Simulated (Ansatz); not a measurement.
# CH6OSeSi (SMILES CO[SiH2][SeH]): PBE/6-31G(d) (spherical functions)

What is the vertical ionisation energy of CH6OSeSi at PBE/6-31G* (spherical functions)? 

Program for the calculation: Ansatz 0.2.0.

80 further runs of the same task are left out: 80 set aside as unsound or not needed.

### 1 The molecule

The species is CH6OSeSi (10 atoms), meant as a singlet with charge 0. As SMILES, `CO[SiH2][SeH]`. The shape is that of a PBE0-D4/def2-TZVP optimisation. This is one conformer, not always the lowest.

Bond lengths: C1–O2 1.411 Å, O2–Si3 1.639 Å, Si3–Se4 2.261 Å, C1–H5 1.096 Å, C1–H6 1.096 Å, C1–H7 1.091 Å, Si3–H8 1.487 Å, Si3–H9 1.486 Å, Se4–H10 1.469 Å. Some angles: C1–O2–Si3 122.4°, O2–Si3–Se4 109.9°, O2–C1–H5 111.3°, O2–C1–H6 111.6°, O2–C1–H7 108.1°, O2–Si3–H8 109.0°, O2–Si3–H9 111.8°, Se4–Si3–H8 111.2°, Se4–Si3–H9 105.1°, Si3–Se4–H10 92.7°.

### 2 A single-point energy at PBE/6-31G(d) (spherical functions)

File run.yaml:

```yaml
crystal:
  periodic: [false, false, false]
  atoms:
    - symbol: C
      position_ang: [0.459500, 1.568200, 0.455800]
    - symbol: O
      position_ang: [0.708400, 0.213600, 0.148800]
    - symbol: Si
      position_ang: [-0.400300, -0.737700, -0.594100]
    - symbol: Se
      position_ang: [0.296800, -2.888700, -0.578100]
    - symbol: H
      position_ang: [0.431100, 2.182900, -0.450600]
    - symbol: H
      position_ang: [-0.487800, 1.693400, 0.993300]
    - symbol: H
      position_ang: [1.269800, 1.926000, 1.092500]
    - symbol: H
      position_ang: [-1.706900, -0.591200, 0.101000]
    - symbol: H
      position_ang: [-0.551900, -0.390800, -2.031500]
    - symbol: H
      position_ang: [0.064400, -3.026800, 0.865800]
basis:
  gaussian:
    orbitals: 6-31G_st_-spherical.json
hamiltonian:
  xc: pbe
accuracy: high
output: {orbitals: {seedname: orbitals}}
```

The basis set 6-31G* is read from a file made from the Basis Set Exchange's data (not shown).

On the command line:

```
$ ansatz run run.yaml --threads 1 --pin off --max-ram 2610MiB --events-out events.jsonl --progress --plain --runs-dir runs
```

What it wrote:

```text
Warning: RAYON_NUM_THREADS=1 ignored (pool sized by the plan → 1); use --threads N
Functional definition: PBE
  name "PBE"
  parameter kappa = 0.804
  parameter beta = 0.06672455060314922
  exchange = pbe_x(kappa = kappa, mu = beta*pi^2/3)
  correlation = pbe_c(beta = beta)
1991 factors; integrals over basis functions are off by at most 1.1e-8 eV
mean field evaluation 1: about -76378.2855 eV, gradient 5.1e1 eV
mean field evaluation 2: about -76356.0231 eV, gradient 1.2e2 eV
mean field evaluation 4: about -76383.6298 eV, gradient 7.5e0 eV
mean field evaluation 8: about -76383.7311 eV, gradient 4.4e-1 eV
mean field evaluation 16: about -76383.7315 eV, gradient 1.1e-4 eV
mean field -76383.73151400 eV, -2807.0503583868 hartree, gradient 1.4e-8 eV, S^2 0.000000; 0 other end points of the search recorded, 0 dependent functions left out
reference -76383.73151731 eV, -2807.0503585085 hartree; 34, 34 occupied and 56, 56 virtual orbitals, 1991 factors
Total energy: -76383.73151731 eV, -2807.0503585085 hartree
```

It took 8.7 s on 1 thread of Arm Neoverse V2, shared host; peak memory 0.23 GiB.

### 3 The doublet cation

File molecule.yaml:

```yaml
crystal:
  periodic: [false, false, false]
  atoms:
    - {symbol: C, position_ang: [0.459500, 1.568200, 0.455800]}
    - {symbol: O, position_ang: [0.708400, 0.213600, 0.148800]}
    - {symbol: Si, position_ang: [-0.400300, -0.737700, -0.594100]}
    - {symbol: Se, position_ang: [0.296800, -2.888700, -0.578100]}
    - {symbol: H, position_ang: [0.431100, 2.182900, -0.450600]}
    - {symbol: H, position_ang: [-0.487800, 1.693400, 0.993300]}
    - {symbol: H, position_ang: [1.269800, 1.926000, 1.092500]}
    - {symbol: H, position_ang: [-1.706900, -0.591200, 0.101000]}
    - {symbol: H, position_ang: [-0.551900, -0.390800, -2.031500]}
    - {symbol: H, position_ang: [0.064400, -3.026800, 0.865800]}
basis:
  gaussian:
    orbitals: 6-31G_st_-spherical.json
hamiltonian:
  xc: pbe
total_charge: 1
accuracy: high
magnetization:
  spin_polarized: true
  initial_magnetization: 1
output: {orbitals: {seedname: orbitals}}
```

The basis set 6-31G* is read from a file made from the Basis Set Exchange's data (not shown).

On the command line:

```
$ ansatz run molecule.yaml --threads 1 --pin off --max-ram 2610MiB --events-out events.jsonl --progress --plain --runs-dir runs
```

What it wrote:

```text
Warning: RAYON_NUM_THREADS=1 ignored (pool sized by the plan → 1); use --threads N
Functional definition: PBE
  name "PBE"
  parameter kappa = 0.804
  parameter beta = 0.06672455060314922
  exchange = pbe_x(kappa = kappa, mu = beta*pi^2/3)
  correlation = pbe_c(beta = beta)
1991 factors; integrals over basis functions are off by at most 1.1e-8 eV
mean field evaluation 1: about -76359.6882 eV, gradient 5.8e1 eV
mean field evaluation 2: about -76136.3911 eV, gradient 1.6e2 eV
mean field evaluation 4: about -76367.5843 eV, gradient 3.5e1 eV
mean field evaluation 8: about -76374.6585 eV, gradient 3.8e0 eV
mean field evaluation 16: about -76374.7549 eV, gradient 9.7e-3 eV
mean field evaluation 32: about -76374.7549 eV, gradient 9.2e-9 eV
mean field -76374.75489272 eV, -2806.7204736393 hartree, gradient 9.2e-9 eV, S^2 0.751841; 5 other end points of the search recorded, 0 dependent functions left out
reference -76374.75489603 eV, -2806.7204737608 hartree; 34, 33 occupied and 56, 57 virtual orbitals, 1991 factors
Total energy: -76374.75489603 eV, -2806.7204737608 hartree
```

Run time: 25 s. Hardware: 1 thread of Arm Neoverse V2, shared host; peak memory 0.31 GiB.

### 4 Summary of results

Level: PBE/6-31G* (spherical functions).

| quantity | value |
| --- | --- |
| singlet CH6OSeSi: total energy | -2807.05036 Eh |
| singlet CH6OSeSi: HOMO energy | -5.87 eV |
| singlet CH6OSeSi: LUMO energy | -0.36 eV |
| singlet CH6OSeSi: HOMO–LUMO gap | 5.52 eV |
| doublet cation: total energy | -2806.72047 Eh |
| doublet cation: HOMO energy (highest over α and β) | -12.00 eV |
| doublet cation: LUMO energy (lowest over α and β) | -11.88 eV |
| doublet cation: ⟨S²⟩ | 0.752 |
| vertical ionisation energy (to the doublet cation) | 8.977 eV |

In words: Removing an electron at fixed nuclei costs 8.98 eV (866 kJ/mol). −ε(HOMO) before ionisation, 5.87 eV, is 3.10 eV below this ionisation energy.
